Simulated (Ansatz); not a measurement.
# TaCu3O3: what a guessed cell relaxes into, part 2 of 2

Where does this trial cell of TaCu3O3 go when cell and atoms are let free?

Ansatz 0.2.0; DFT PBE, scalar-relativistic, plane waves, PAW. Earlier steps stand in the parts before.

## 4. Relaxation on the finer mesh

The end of the coarse run is made exact in the group found at a tolerance of 0.06 Å and reduced to its primitive cell.

Input file input.yaml:

```yaml
crystal:
  lattice:
    - [4.3284885778, 0.0, 0.0]
    - [0.0, 4.3284885778, 0.0]
    - [0.0, 0.0, 4.3284885778]
  atoms:
    - { symbol: Ta, position: [0.5, 0.5, 0.5], spin: -0.49 }
    - { symbol: Cu, position: [0.0, 0.5, 0.0] }
    - { symbol: Cu, position: [0.0, 0.0, 0.5] }
    - { symbol: Cu, position: [0.5, 0.0, 0.0] }
    - { symbol: O, position: [0.5, 0.0, 0.5] }
    - { symbol: O, position: [0.5, 0.5, 0.0] }
    - { symbol: O, position: [0.0, 0.5, 0.5] }
basis:
  ecutwfc: 420
kpoints:
  mp_grid: { grid: [10, 10, 10] }
hamiltonian:
  xc: pbe
scf:
  occupations: { method: gaussian, width: 0.1 }
output:
  forces: true
  stress: true
  eigenvalues: true
  populations: true
magnetization:
  spin_polarized: true
relax:
  adjacent_minimum: "off"
  f_tol: 0.01
  max_steps: 80
  cell: { stress_tol: 0.05 }
```

On the command line:

```console
ansatz run input.yaml --threads 1 --pin off --max-ram 2048MiB --backend cpu --events-out ev --progress --plain --runs-dir out
```

Standard output, cut to the lines that bear on the results:

```text
Warning: RAYON_NUM_THREADS=1 ignored (pool sized by the plan → 1); use --threads N
[...]
Pseudopotentials: kind: paw
Pseudopotential: Ta, paw, valence charge 13, recommended cutoff 420 eV (normal), Ta.paw.azcp
Pseudopotential: Cu, paw, valence charge 19, recommended cutoff 420 eV (normal), Cu.paw.azcp
Pseudopotential: O, paw, valence charge 6, recommended cutoff 420 eV (normal), O.paw.azcp
Functional definition: PBE
[...]
Crystal: 7 atoms, lattice volume = 81.098 Å³
Basis set: ecut = 420 eV, 1575 PW (Γ), exchange–correlation on 60×60×60 points (8 copies of the dense FFT grid, shifted against one another)
Bands: 54, of which v1, the nominal top of the filled ones, is band 44 counted from 1 (43 counted from 0)
Symmetry: 48 space group operations
Space group: Pm-3m (ITA 221), of the structure as read, at distance tolerance 4.3e-5 Å
[...]
  cell:  # Å, volume = 81.0728 Å³
    - [4.3280451563599325, -2.0042178681520002e-36, 1.0030885127016853e-36]
    - [-2.0042178681520002e-36, 4.3280451563599325, 0.0]
    - [1.0030885127016853e-36, 0.0, 4.3280451563599325]
  atoms:
    - { symbol: Ta, position: [0.5, 0.5, 0.5] }
    - { symbol: Cu, position: [3.5433621243267455e-38, 0.5, 1.9397967833905546e-39] }
    - { symbol: Cu, position: [3.7244098241098635e-38, -7.04792831298568e-39, 0.5] }
    - { symbol: Cu, position: [0.5, 7.435887669663782e-39, 1.0345582844749627e-39] }
    - { symbol: O, position: [0.5, 6.465989277968543e-40, 0.5] }
    - { symbol: O, position: [0.5, 0.5, 1.293197855593625e-40] }
    - { symbol: O, position: [1.370789726929324e-38, 0.5, 0.5] }
--- Löwdin populations: 7 sites ---
  site symbol       q [e]    m [muB]
     0     Ta     11.7857    -0.9635
     1     Cu     18.4200    -0.0527
     2     Cu     18.4200    -0.0527
     3     Cu     18.4200    -0.0527
     4      O      6.8216    -0.0018
     5      O      6.8216    -0.0018
     6      O      6.8216    -0.0018
  spilling = 0.005564 (of n_electrons = 88.000000)
```

It took 1.9 min on 1 thread of Arm Neoverse V1, shared host; peak memory 0.63 GiB.

Step by step:

| step | E - E(step 1) (eV/cell) | largest force component (eV/Å) | pressure (GPa) | volume (Å³) |
| --- | --- | --- | --- | --- |
| 1 | 0.0000 | 0.0000 | -0.07 | 81.10 |
| 2 | -0.0001 | 0.0000 | -0.01 | 81.07 |
| 3 | -0.0001 | 0.0000 | -0.02 | 81.07 |

Step 1 is the start. Step 3 repeats the geometry before it on a plane-wave basis chosen anew for that cell, so its energy need not be comparable with the rows above.

|  | before | after | change |
| --- | --- | --- | --- |
| a (Å) | 4.328 | 4.328 | 0.0 % |
| b (Å) | 4.328 | 4.328 | 0.0 % |
| c (Å) | 4.328 | 4.328 | 0.0 % |
| volume (Å³/atom) | 11.59 | 11.58 | 0.0 % |
| shortest distance (Å) | 2.164 | 2.164 | 0.0 % |
| space group (0.01 Å) | Pm-3m | Pm-3m | same |

Forces and stress were held to the start's 48 operations: a distortion of lower symmetry was not tested.

Site by site:

```csv
atom,moment in the atom's sphere (μB),Löwdin electrons
Ta1,-0.48,11.79
Cu2,-0.06,18.42
Cu3,-0.06,18.42
Cu4,-0.06,18.42
O5,-0.01,6.82
O6,-0.01,6.82
O7,-0.01,6.82
```

The Löwdin counts miss 0.49 of the 88 electrons, which the atomic orbitals do not span, so they are no charges.

## 5. Results

This closing draws on all 2 parts. Changes of volume or cell count from the first structure of part 1.

| quantity | value |
| --- | --- |
| symmetry at the end (tolerance 0.05 Å) | space group Pm-3m (No. 221) |
| conventional cell | a = 4.328 Å, b = 4.328 Å, c = 4.328 Å, α = 90.00°, β = 90.00°, γ = 90.00° |
| volume | 11.58 Å³/atom |
| energy over the elements (uncorrected; H, N, O, F and Cl as molecules) | -0.59 eV/atom |
| gap on the mesh | none (metal) |
| total moment | -1.14 μB/cell |

**Reading.** The space group Pm-3m (No. 221) is kept, and the volume per atom grows by 13.1 % from the first guess. A negative formation energy is needed for stability but isn't enough; other structures and compounds were not set against it here. No finished test with a distortion of lower symmetry is shown, so the end may be a saddle point. The runs treat Ta without spin-orbit coupling. Other magnetic orders were not searched.
